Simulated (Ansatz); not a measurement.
FSe (charge +1), a test of scalar relativity

Program: Ansatz 0.2.0, Python API.

The cells in order, each with its output:

**Cell 1**
```python
import ansatz as az
import numpy as np

GEOMETRY = """
Se    0.00000    0.00000    0.00000
F     0.00000    0.00000    1.83000
"""
```

**Cell 2**
```python
mol = az.Crystal.molecule()
for line in GEOMETRY.strip().splitlines():
    symbol, *xyz = line.split()
    mol = mol.atom(symbol, [float(v) for v in xyz])

calculation = (
    mol.calculation()
    .functional("pbe0", dispersion="d4")
    .charge(1)
    .spin("collinear", total=2)
    .forces()
)
sets = {"none": "cc-pVTZ", "scalar": "cc-pVTZ-DK"}
found = {kind: calculation.basis(gaussian=basis).pseudopotentials(relativity=kind).run().report for kind, basis in sets.items()}
for kind, each in found.items():
    dipole = 4.803205 * np.linalg.norm(each["charge_distribution"]["dipole_moment_e_ang"])
    print(f"{kind:7s} E = {each['free_energy_ev']:.4f} eV  dipole {dipole:.3f} D  largest force component {np.abs(each['forces_ev_ang']).max():.4f} eV/A")
print(f"relativity lowers the total energy by {found['none']['free_energy_ev'] - found['scalar']['free_energy_ev']:.3f} eV")
```
Output:
```text
none    E = -68046.8206 eV  dipole 2.631 D  largest force component 4.2793 eV/A
scalar  E = -68819.3394 eV  dipole 2.685 D  largest force component 4.2380 eV/A
relativity lowers the total energy by 772.519 eV
```

Caveats:
- Total energies depend on the basis set; only differences at equal settings carry meaning.
- The geometry is a force-field or estimated start, not a minimum of this method. The basis set changes with the Hamiltonian (a set recontracted for scalar relativity), and most of the change in the total lies in the cores.
- The species is open-shell (spin multiplicity 3).
- An ion's dipole depends on the origin; the program takes it about the centre of nuclear charge.
- The spin state was assumed, and another may lie lower.
- Hardware and time: 5.4 s on 1 thread of Arm Neoverse V2 (shared host), peak memory 0.21 GiB.
